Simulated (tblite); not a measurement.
# H18O27Si18: the cost of one run

Programs: tblite 0.8.0 and PySCF 2.14.0, with routines of our own; each step states its level. All values are computed. Atoms count from 0.

## (1) The starting structure

63 atoms, charge 0, multiplicity 1; geometry from: force field, distance geometry or constructed start.

## (2) Geometry optimisation with GFN2-xTB

Job settings and geometry (Å):

```
{"job": {"kind": "relax", "xc": "GFN2-xTB", "basis": "xTB"}, "charge": 0, "multiplicity": 1}
Si     0.006300     4.600200     0.408900
Si    -2.662700     3.098300    -0.295800
Si    -2.654800     1.809900     2.526800
Si     0.000200     3.332100     3.199000
Si     2.660000     1.809400     2.529400
Si     2.658200     3.093500    -0.291300
Si     2.661100     1.282700    -2.834900
Si     0.003900     1.114600    -4.483000
Si    -2.657300     1.280600    -2.832200
Si    -2.663800    -1.797500    -2.534300
Si    -0.002600    -1.946700    -4.192800
Si     2.657500    -1.800400    -2.535700
Si    -2.664900    -3.091700     0.310700
Si    -2.658800    -1.297100     2.821800
Si     2.657800    -1.293100     2.824900
Si     2.657600    -3.093500     0.312100
Si    -0.001000    -4.437800     1.280200
Si    -0.002100    -2.660000     3.779200
O      0.000700     4.481400     2.045100
O     -1.510800     4.384400     0.072000
O      1.514100     4.386400     0.070900
O     -3.057900     2.822000     1.285300
O     -3.054200     2.521200    -1.787100
O     -1.518400     2.922700     3.262100
O     -3.058000     0.299100     3.076300
O      1.509700     2.925100     3.266200
O      3.059400     2.820800     1.285000
O      3.057800     0.295100     3.076800
O      3.059900     2.515100    -1.795500
O      1.516700     1.363100    -4.162800
O      3.061400    -0.296700    -3.085600
O     -1.516400     1.364900    -4.166100
O     -0.001000    -0.470800    -4.902600
O     -3.055700    -0.296700    -3.081000
O     -3.058100    -2.808400    -1.285200
O     -1.515100    -2.128800    -3.833400
O      1.513700    -2.131900    -3.834500
O      3.058500    -2.809600    -1.284300
O     -3.057600    -2.526100     1.798700
O     -1.521200    -4.285800     0.903800
O     -1.516000    -2.253400     3.764900
O      1.520100    -2.257600     3.764900
O      3.061900    -2.523100     1.795400
O      1.516200    -4.290600     0.900900
O     -0.005100    -4.007000     2.860600
H      0.000000     6.037900     0.535100
H     -3.593100     4.185300    -0.391200
H     -3.596500     2.452700     3.417100
H      0.002800     4.365300     4.204400
H      3.599400     2.448500     3.417100
H      3.597300     4.175700    -0.387200
H      3.604100     1.733100    -3.828500
H      0.000300     1.458100    -5.882100
H     -3.599600     1.732500    -3.831400
H     -3.596800    -2.430000    -3.426900
H     -0.001100    -2.548800    -5.496300
H      3.602800    -2.437000    -3.430100
H     -3.595500    -4.173200     0.412600
H     -3.597400    -1.753500     3.822700
H      3.595300    -1.753000     3.817900
H      3.591700    -4.182100     0.415000
H      0.002000    -5.823700     1.676100
H      0.000400    -3.483800     4.959200
```

On the command line:

```
> OMP_NUM_THREADS=4 python large_run.py task.json out
```

One launch serves the whole session: the jobs run in the order shown.

Q: Estimate the wall time and peak memory of this first job on 4 threads of Intel Xeon 6975P-C, shared host.

About 10 s, with a peak of 0.14 GiB.
